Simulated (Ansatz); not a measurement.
# NiI3: the cost of one run

Program: Ansatz 0.2.0. Level of theory: DFT LDA+U (U_eff = 5 eV on Ni d), plane waves, PAW. These are calculated values, not measurements.

### 1 The system as given

It takes space group Pm-3m (No. 221, cubic). The conventional cell has a = 5.637 Å, b = 5.637 Å, c = 5.637 Å, α = 90.00°, β = 90.00°, γ = 90.00°. Ni (site symmetry m-3m) has 6 I at 2.82 Å in its first shell of neighbours. I (site symmetry 4/mmm) is surrounded by 2 Ni at 2.82 Å.

Coordinates:

```
CELL_PARAMETERS angstrom
5.63709 0.00000 0.00000
0.00000 5.63709 0.00000
0.00000 0.00000 5.63709
ATOMIC_POSITIONS crystal
Ni 0.00000 0.00000 0.00000
I 0.50000 0.00000 0.00000
I 0.00000 0.00000 0.50000
I 0.00000 0.50000 0.00000
```

Magnetic order typed: ferromagnetic.

### 2 From atoms, symmetry kept, no search

input.yaml reads:

```yaml
crystal:
  lattice:
    - [5.63708717, 0.0, 0.0]
    - [0.0, 5.63708717, 0.0]
    - [0.0, 0.0, 5.63708717]
  atoms:
    - { symbol: Ni, position: [0.0, 0.0, 0.0], spin: 3.0 }
    - { symbol: I, position: [0.5, 0.0, 0.0] }
    - { symbol: I, position: [0.0, 0.0, 0.5] }
    - { symbol: I, position: [0.0, 0.5, 0.0] }
basis:
  ecutwfc: 420
  ecutrho_ratio: 4
kpoints:
  mp_grid: { grid: [4, 4, 4] }
hamiltonian:
  xc: lda
  hubbard: { sites: [{ site: 0, l: d, u_eff: 5.0 }] }
scf:
  occupations: { method: gaussian, width: 0.05 }
  lower_state_search: "off"
  max_iter: 150
output:
  forces: true
  stress: true
  eigenvalues: true
  populations: true
  hubbard: { sites: [{ site: 0, l: d }] }
magnetization:
  spin_polarized: true
```

The run is started by

```bash
> ansatz run input.yaml --threads 2 --pin off --max-ram 3072MiB --backend cpu --events-out ev --progress --plain --runs-dir out
```

What time and memory should one allow on 2 threads of Arm Neoverse V2, shared host?

About 14 s, with a peak of 0.51 GiB.
